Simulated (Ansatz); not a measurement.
**H5InN2O: basis-set convergence**

The task here is to estimate one member of a computed series from the others.

The runs use Ansatz 0.2.0, Gaussian basis; one geometry, several basis sets.

Levels to be run: PBE0-D4/def2-SVP; ωB97M-V/def2-SVP; PBE0-D4/def2-QZVPP; ωB97M-V/def2-QZVPP; the functionals' def2-TZVPP values are taken from earlier runs.

## The relaxed structure

The geometry comes from an earlier relaxation with PBE0-D4 in a triple-zeta def2 set; it is a stationary point, not always the lowest conformer. In takes the def2 core potential; no spin-orbit term is included.

SMILES `[NH2][In]([NH2])[OH]`, 9 atoms, charge 0, spin multiplicity 1.

Atoms are counted from 1 here; the program's logs count them from 0.

Bond lengths: N1–In2 2.022 Å, N1–H5 1.010 Å, N1–H6 1.011 Å, In2–N3 2.014 Å, In2–O4 1.990 Å, N3–H7 1.010 Å, N3–H8 1.011 Å, O4–H9 0.959 Å. Angles: In2–N1–H5 116.2°, In2–N1–H6 115.5°, H5–N1–H6 108.4°, N1–In2–N3 126.9°, N1–In2–O4 118.4°, N3–In2–O4 113.7°, In2–N3–H7 116.8°, In2–N3–H8 114.4°, H7–N3–H8 108.8°, In2–O4–H9 113.4°.

Set-up of the first run:

The input, in.yaml:

```yaml
crystal:
  periodic: [false, false, false]
  atoms:
    - {symbol: N, position_ang: [0.929345, 0.243559, -1.615500]}
    - {symbol: In, position_ang: [-0.115675, 0.133522, 0.112486]}
    - {symbol: N, position_ang: [0.261329, -1.077325, 1.677101]}
    - {symbol: O, position_ang: [-1.447773, 1.558398, 0.505188]}
    - {symbol: H, position_ang: [1.359335, -0.614016, -1.932666]}
    - {symbol: H, position_ang: [0.439692, 0.661389, -2.394460]}
    - {symbol: H, position_ang: [0.553826, -2.019787, 1.462500]}
    - {symbol: H, position_ang: [-0.479593, -1.115317, 2.363432]}
    - {symbol: H, position_ang: [-1.500486, 2.229576, -0.178081]}
basis:
  gaussian: {orbitals: def2-SVP}
hamiltonian: {xc: pbe0, dispersion: d4}
output: {orbitals: {seedname: orbitals}}
```

Launch:

```bash
$ ansatz run in.yaml --threads 4 --pin off --events-out ev --progress --plain --max-ram 10444MiB
```

Steps of the session up to this table: PBE0-D4 in def2-SVP; ωB97M-V in def2-SVP; PBE0-D4 in def2-QZVPP; ωB97M-V in def2-QZVPP.

One of the session's tables, all rows but one given; the rest of the session is left out.

It belongs to the step «Functionals by basis». 

```
functional       basis  HOMO (eV)
   PBE0-D4    def2-SVP          ?
   PBE0-D4  def2-TZVPP      -7.07
   PBE0-D4  def2-QZVPP      -7.15
   ωB97M-V    def2-SVP      -9.08
   ωB97M-V  def2-TZVPP      -9.43
   ωB97M-V  def2-QZVPP      -9.51
```

**Question.** Estimate the row for PBE0-D4, def2-SVP.

The run gave: HOMO (eV): -6.75. In the column «HOMO (eV)» it is the highest.
